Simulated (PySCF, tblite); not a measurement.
**C4H9AsSi+ (doublet): geometry, infrared bands and EPR parameters**

Aim: predict the infrared bands and EPR parameters of C4H9AsSi+ (doublet) (`C#C[SiH2][As+](C)C`).

Programs: tblite 0.8.0 and PySCF 2.14.0, with density-fitted response routines of our own. Each step states its level of theory. These are calculated values for one molecule in the gas phase, unless marked as measured. Atoms are numbered from 0 throughout.

**1. The starting structure**

15 atoms, charge 1, multiplicity 2; geometry from: force field or distance geometry start.

Bonds of the start (Å): C0–C1 1.21, C1–Si2 1.81, Si2–As3 2.34, As3–C4 1.98, As3–C5 1.98, C0–H6 1.06, Si2–H7 1.46, Si2–H8 1.47, C4–H9 1.11, C4–H10 1.11, C4–H11 1.10, C5–H12 1.11, C5–H13 1.11, C5–H14 1.10.

**2. Geometry optimisation with GFN2-xTB**

What the job is given:

```
{"job": {"kind": "relax", "xc": "GFN2-xTB", "basis": "xTB"}, "charge": 1, "multiplicity": 2}
C      3.406400     1.213000    -0.190700
C      2.500400     0.413800    -0.130400
Si     1.167600    -0.806700    -0.013500
As    -0.698600     0.022200    -1.162800
C     -1.084100     1.384100     0.220200
C     -1.928200    -1.311600    -0.358400
H      4.182200     1.927600    -0.254300
H      1.593500    -2.064800    -0.623600
H      0.821400    -1.034300     1.396100
H     -2.099000     1.803300     0.039900
H     -0.336700     2.198600     0.133600
H     -1.046700     0.946800     1.234100
H     -2.976000    -1.008800    -0.551400
H     -1.768900    -1.378800     0.738900
H     -1.737600    -2.296200    -0.808900
```

On the command line:

```
> OMP_NUM_THREADS=1 python probes_run.py task.json out
```

One launch serves the whole session: the jobs run in the order shown.

**Question.** This job is followed by: GFN2-xTB harmonic vibrations, gas phase; UKS B3LYP, def2-TZVP-core on As, pcH-1 on C H Si, non-relativistic, mean-field spin-orbit, GIAO. What will the session give for the following? strongest single infrared mode (GFN2-xTB); zero-point energy (GFN2-xTB); g(iso) (B3LYP); ⟨S²⟩; largest a(iso) (averaged by class).

The runs gave:

```
                                 quantity                   value
strongest single infrared mode (GFN2-xTB)    613 cm⁻¹, 170 km/mol
             zero-point energy (GFN2-xTB)           65.9 kcal/mol
                           g(iso) (B3LYP)                 2.04561
                                     ⟨S²⟩      0.753 (exact 0.75)
       largest a(iso) (averaged by class)  75As on As3, 578.6 MHz
```

**Reading.** Over 79 steps the energy fell by 0.355 eV; of the close pairs, Si2–As3 changed most, 2.343 to 2.515 Å. All 39 modes are real, so the xTB geometry is a minimum. The strongest single mode, at 613 cm⁻¹, moves mainly H8 and H7. GFN2-xTB is a fitted tight-binding method: band positions and strengths are rough. Its intensities can rank the bands wrongly. Most of the unpaired spin sits on As3 (0.76 e). The isotropic g lies 43.3 ppt above the free-electron value. The hyperfine terms hold no scalar relativity, which the heavier nuclei need. These values are for one conformer; the search (at its own cheap level) found 1 more, at 0.10 kcal/mol, and measured spectra average over such forms.
